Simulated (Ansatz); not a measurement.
# YbB2: the cost of one run

Computed with Ansatz 0.2.0 (DFT PBE+U (U_eff = 6 eV on Yb 4f), scalar-relativistic, plane waves, PAW, unless a step's input says otherwise).

### Step 1. Starting point

It takes space group P6/mmm (No. 191, hexagonal). Conventional cell: a = 3.233 Å, b = 3.233 Å, c = 4.006 Å, α = 90.00°, β = 90.00°, γ = 120.00°. Around Yb (site symmetry 6/mmm) lie 12 B at 2.74 Å. Around B (site symmetry -6m2) lie 3 B at 1.87 Å.

Structure file:

```cif
data_structure
_symmetry_space_group_name_H-M 'P6/mmm'
_symmetry_Int_Tables_number 191
_cell_length_a 3.2334
_cell_length_b 3.2334
_cell_length_c 4.0063
_cell_angle_alpha 90.000
_cell_angle_beta 90.000
_cell_angle_gamma 120.000
_cell_volume 36.27
loop_
_atom_site_label
_atom_site_type_symbol
_atom_site_symmetry_multiplicity
_atom_site_Wyckoff_symbol
_atom_site_fract_x
_atom_site_fract_y
_atom_site_fract_z
_atom_site_occupancy
Yb1 Yb 1 a 0.00000 0.00000 0.00000 1
B1 B 2 d 0.33333 0.66667 0.50000 1
```

This cell comes from an earlier session at PBE+U (U_eff = 6 eV on Yb 4f): 12.091 Å³/atom at 0.02 GPa, on a 14×14×10 mesh.

Volume factors to run: 0.980, 1.020, 0.960, 1.040.

### Step 2. Scaling the volume by 0.980

Contents of input.yaml:

```yaml
crystal:
  lattice:
    - [3.2117123029, 0.0, 0.0]
    - [-1.6058561515, 2.781424444, 0.0]
    - [0.0, 0.0, 3.9794480998]
  atoms:
    - { symbol: Yb, position: [0.0, 0.0, 0.0] }
    - { symbol: B, position: [0.3333333333, 0.6666666667, 0.5] }
    - { symbol: B, position: [0.6666666667, 0.3333333333, 0.5] }
basis:
  ecutwfc: 420
  ecutrho_ratio: 4
kpoints:
  mp_grid: { grid: [14, 14, 10] }
hamiltonian:
  xc: pbe
  hubbard: { sites: [{ species: Yb, l: f, u_eff: 6.0 }] }
scf:
  occupations: { method: gaussian, width: 0.05 }
output:
  forces: true
  stress: true
  eigenvalues: true
  populations: true
relax:
  f_tol: 0.01
  max_steps: 40
  cell: { stress_tol: 0.1, fix: [volume] }
```

Command:

```bash
> ansatz run input.yaml --threads 2 --pin off --max-ram 5120MiB --backend cpu --events-out ev --progress --plain --runs-dir out
```

Q: Estimate wall time and peak memory on 2 threads of AMD EPYC (Zen 3), shared host.

About 74 s, with a peak of 0.5 GiB.
